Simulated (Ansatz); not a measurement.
**CH4Br− (SMILES [Br-].C): Born-Oppenheimer dynamics**

Aim: follow the atoms for 30 steps of 0.5 fs at constant energy, with velocities drawn for 1000 K.

Method: PBE0-D4/def2-SVPD; program: Ansatz 0.2.0, Gaussian basis.

## 1. The starting structure

The start, a pair relaxed at PBE0-D4: SMILES `[Br-].C`, 6 atoms, charge -1, spin multiplicity 1.

Atoms are counted from 1 here; the program's logs count them from 0.

Bond lengths: C2–H3 1.094 Å, C2–H4 1.092 Å, C2–H5 1.092 Å, C2–H6 1.092 Å. Angles: H3–C2–H4 109.7°, H3–C2–H5 109.7°, H3–C2–H6 109.7°, H4–C2–H5 109.2°, H4–C2–H6 109.2°, H5–C2–H6 109.3°.

Coordinates:

```xyz
6
charge -1, multiplicity 1
Br    0.1589    0.0187   -3.2797
C    -0.0316   -0.0037    0.6541
H     0.0264    0.0036   -0.4387
H    -1.0222   -0.3395    0.9670
H     0.1456    1.0026    1.0389
H     0.7227   -0.6817    1.0584
```

## 2. Dynamics

md/in.yaml

```yaml
crystal:
  periodic: [false, false, false]
  atoms:
    - {symbol: Br, position_ang: [0.158947, 0.018729, -3.279694]}
    - {symbol: C, position_ang: [-0.031552, -0.003704, 0.654077]}
    - {symbol: H, position_ang: [0.026440, 0.003625, -0.438713]}
    - {symbol: H, position_ang: [-1.022162, -0.339489, 0.967039]}
    - {symbol: H, position_ang: [0.145628, 1.002550, 1.038915]}
    - {symbol: H, position_ang: [0.722699, -0.681712, 1.058375]}
basis:
  gaussian: {orbitals: def2-SVPD}
total_charge: -1
hamiltonian: {xc: pbe0, dispersion: d4}
md: {n_steps: 30, timestep: 0.5, temperature: 1000, ensemble: nve, seed: 202, initial_velocities: maxwell_boltzmann}
```

On the command line:

```sh
ansatz run in.yaml --threads 2 --pin off --events-out ev --progress --plain --max-ram 5222MiB
```

Before running it: what results should come out? Wanted: temperature at the start; mean temperature, second half; lowest and highest potential energy, from the first frame; largest change of potential + kinetic.

**Answer**, as computed:

```
                                                 quantity              value
                                                   length  30 steps, 15.0 fs
                                 temperature at the start             1000 K
                            mean temperature, second half              705 K
lowest and highest potential energy, from the first frame      0 and 411 meV
                    largest change of potential + kinetic            2.4 meV
```

**Reading.** With no thermostat the total energy should stay fixed; it holds within 2.4 meV, small beside the kinetic energy, so the time step serves. The instant temperature ranges from 209 to 1000 K, as energy passes between motion and strain. No bond breaks or forms, judged by distance.
